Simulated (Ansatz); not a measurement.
# C2H6B (SMILES [BH]CC): UCCSD(T)/def2-SVPD

What is the electronic atomisation energy of C2H6B at UCCSD(T)/def2-SVPD? 

The calculation is run with Ansatz 0.2.0.

36 further runs of the same task are left out: 36 set aside as unsound or not needed.

### Step 1. The structure to begin with

C2H6B has 9 atoms, charge 0, and is taken as a doublet. As SMILES, `[BH]CC`. The shape is that of a PBE0-D4/def2-TZVP optimisation. This is one conformer, not always the lowest.

Bond lengths: B1–C2 1.537 Å, C2–C3 1.524 Å, B1–H4 1.197 Å, C2–H5 1.103 Å, C2–H6 1.103 Å, C3–H7 1.093 Å, C3–H8 1.092 Å, C3–H9 1.092 Å. Some angles: B1–C2–C3 119.1°, B1–C2–H5 105.7°, B1–C2–H6 105.7°, C3–C2–H5 110.9°, C3–C2–H6 110.9°, C2–B1–H4 127.6°, C2–C3–H7 111.8°, C2–C3–H8 110.9°, C2–C3–H9 110.9°, H5–C2–H6 103.0°.

### Step 2. A single-point energy at UCCSD(T)/def2-SVPD

Contents of molecule.yaml:

```yaml
crystal:
  periodic: [false, false, false]
  atoms:
    - symbol: B
      position_ang: [-1.415300, 0.517300, -0.623600]
    - symbol: C
      position_ang: [0.077500, 0.346900, -0.300600]
    - symbol: C
      position_ang: [0.504700, -0.731500, 0.688600]
    - symbol: H
      position_ang: [-1.915600, 1.307200, -1.370300]
    - symbol: H
      position_ang: [0.580700, 0.211000, -1.273200]
    - symbol: H
      position_ang: [0.428600, 1.341200, 0.024500]
    - symbol: H
      position_ang: [1.588300, -0.746200, 0.828800]
    - symbol: H
      position_ang: [0.197300, -1.721000, 0.344100]
    - symbol: H
      position_ang: [0.042200, -0.571000, 1.664600]
basis:
  gaussian:
    orbitals: def2-SVPD
magnetization:
  spin_polarized: true
  initial_magnetization: 1
correlation:
  method: ccsd_t
  frozen_orbitals: {B: 1, C: 1, H: 0}
accuracy: high
scf:
  omitted_lower_state_checks: [cluster_reference, increment]
```

Started as:

```
$ ansatz run molecule.yaml --threads 1 --pin off --max-ram 3480MiB --events-out events.jsonl --progress --plain --runs-dir runs
```

The program printed, cut to the lines that bear on the results:

```text
Warning: RAYON_NUM_THREADS=1 ignored (pool sized by the plan → 1); use --threads N
Functional definition: HF
  name "HF"
[...]
2220 factors; integrals over basis functions are off by at most 3.1e-9 eV
[...]
mean field -2823.58372820 eV, -103.7647881175 hartree, gradient 8.4e-8 eV, S^2 0.753503; 2 other end points of the search recorded, 0 dependent functions left out
3 core orbitals not correlated: weight in the atoms' cores, before any rotation towards them, 1.000 or more for the frozen orbitals, at most 0.000 for the correlated occupied ones
reference -2823.58372820 eV, -103.7647881175 hartree; 9, 8 occupied and 96, 97 virtual orbitals, 2220 factors
second order -9.96770997 eV of doubles, -0.00000000 eV of singles
cycle   1  -10.81875237 eV  change   -8.5e-1 eV  update   6.9e-2
[...]
cycle  26  -11.18427671 eV  change   9.1e-10 eV  update   1.2e-9
perturbative correction -0.34056837 eV, -0.0125156567 hartree
Total energy: -2835.10857327 eV, -104.1883183621 hartree
Checks for a lower state left out: cluster_reference, increment
```

Run time: 77 s. Hardware: 1 thread of Intel Xeon Platinum 8259CL at 2.50GHz (Skylake/Cascade Lake), shared host; peak memory 2 GiB.

### Step 3. The B atom

Contents of run.yaml:

```yaml
crystal:
  periodic: [false, false, false]
  atoms:
    - {symbol: B, position_ang: [0.000000, 0.000000, 0.000000]}
basis:
  gaussian:
    orbitals: def2-SVPD
total_charge: 0
magnetization:
  spin_polarized: true
  initial_magnetization: 1
correlation:
  method: ccsd_t
  frozen_orbitals: {B: 1}
accuracy: high
scf:
  omitted_lower_state_checks: [cluster_reference, increment]
```

Run the same way, it converges to -24.56154 Eh (log not shown).

### Step 4. The C atom

Contents of run.yaml:

```yaml
crystal:
  periodic: [false, false, false]
  atoms:
    - symbol: C
      position_ang: [0.000000, 0.000000, 0.000000]
basis:
  gaussian: {orbitals: def2-SVPD}
accuracy: high
magnetization: {spin_polarized: true, initial_magnetization: 2}
correlation: {method: ccsd_t, frozen_orbitals: {C: 1}}
scf: {omitted_lower_state_checks: [cluster_reference, increment]}
```

Started as:

```
$ ansatz run run.yaml --threads 1 --pin off --max-ram 3480MiB --events-out events.jsonl --progress --plain --runs-dir runs
```

The program printed, cut to the lines that bear on the results:

```text
Warning: RAYON_NUM_THREADS=1 ignored (pool sized by the plan → 1); use --threads N
[... 2 set-up lines as earlier in the session ...]
[...]
163 factors; integrals over basis functions are off by at most 3.2e-9 eV
[...]
mean field -1024.40687703 eV, -37.6462583631 hartree, gradient 3.5e-8 eV, S^2 2.010192; 3 other end points of the search recorded, 0 dependent functions left out
1 core orbitals not correlated: weight in the atoms' cores, before any rotation towards them, 1.000 or more for the frozen orbitals, at most 0.000 for the correlated occupied ones
reference -1024.40687703 eV, -37.6462583631 hartree; 3, 1 occupied and 16, 18 virtual orbitals, 163 factors
second order -1.45589266 eV of doubles, -0.00000000 eV of singles
cycle   1  -1.82400893 eV  change   -3.7e-1 eV  update   4.8e-2
[...]
cycle  18  -2.02463110 eV  change  -1.7e-10 eV  update  7.2e-11
perturbative correction -0.03574636 eV, -0.0013136544 hartree
Total energy: -1026.46725449 eV, -37.7219758381 hartree
Checks for a lower state left out: cluster_reference, increment
```

Run time: 0.32 s. Hardware: 1 thread of Intel Xeon Platinum 8259CL at 2.50GHz (Skylake/Cascade Lake), shared host.

### Step 5. The H atom: the energy at UHF/def2-SVPD

Contents of job.yaml:

```yaml
crystal:
  periodic: [false, false, false]
  atoms:
    - {symbol: H, position_ang: [0.000000, 0.000000, 0.000000]}
basis:
  gaussian:
    orbitals: def2-SVPD
magnetization:
  spin_polarized: true
  initial_magnetization: 1
hamiltonian:
  xc: hf
accuracy: high
```

Started as:

```
$ ansatz run job.yaml --threads 1 --pin off --max-ram 3480MiB --events-out events.jsonl --progress --plain --runs-dir runs
```

The program printed:

```text
Warning: RAYON_NUM_THREADS=1 ignored (pool sized by the plan → 1); use --threads N
[... 2 set-up lines as earlier in the session ...]
  exchange = exact_x
  correlation = 0
33 factors; integrals over basis functions are off by at most 4.9e-10 eV
mean field evaluation 1: about -13.5522 eV, gradient 1.6e0 eV
mean field evaluation 2: about -13.5522 eV, gradient 1.6e0 eV
mean field evaluation 4: about -13.5861 eV, gradient 1.4e-4 eV
mean field evaluation 8: about -13.5861 eV, gradient 8.0e-9 eV
mean field -13.58605754 eV, -0.4992784057 hartree, gradient 8.0e-9 eV, S^2 0.750000; 0 other end points of the search recorded, 0 dependent functions left out
reference -13.58605754 eV, -0.4992784057 hartree; 1, 0 occupied and 7, 8 virtual orbitals, 33 factors
Total energy: -13.58605754 eV, -0.4992784057 hartree
```

Run time: 0.04 s. Hardware: 1 thread of Intel Xeon Platinum 8259CL at 2.50GHz (Skylake/Cascade Lake), shared host.

### Step 6. Outcome

At UCCSD(T)/def2-SVPD, 3 core orbitals frozen:

| quantity | value |
| --- | --- |
| molecule: total energy | -104.18832 Eh |
| molecule: correlation energy (3 core orbitals frozen) | -423.5 mEh |
| molecule: (T) correction | -12.52 mEh |
| molecule: ⟨S²⟩ of the reference determinant | 0.754 |
| molecule: T1 diagnostic | 0.011 |
| B atom: total energy | -24.56154 Eh |
| B atom: correlation energy (1 core orbital frozen) | -60.1 mEh |
| B atom: (T) correction | -0.97 mEh |
| B atom: ⟨S²⟩ of the reference determinant | 0.760 |
| B atom: T1 diagnostic | 0.014 |
| C atom: total energy | -37.72198 Eh |
| C atom: correlation energy (1 core orbital frozen) | -75.7 mEh |
| C atom: (T) correction | -1.31 mEh |
| C atom: ⟨S²⟩ of the reference determinant | 2.010 |
| C atom: T1 diagnostic | 0.008 |
| H atom: total energy | -0.49928 Eh |
| H atom: ⟨S²⟩ | 0.750 |
| electronic atomisation energy | 32.304 eV |

What this shows: Taking the molecule apart into free atoms costs 32.30 eV (3117 kJ/mol), before zero-point energy and without spin-orbit coupling. The triples (molecule) make up 3.0 % of the correlation energy. The triples (B atom) make up 1.6 % of the correlation energy. The triples (C atom) make up 1.7 % of the correlation energy.
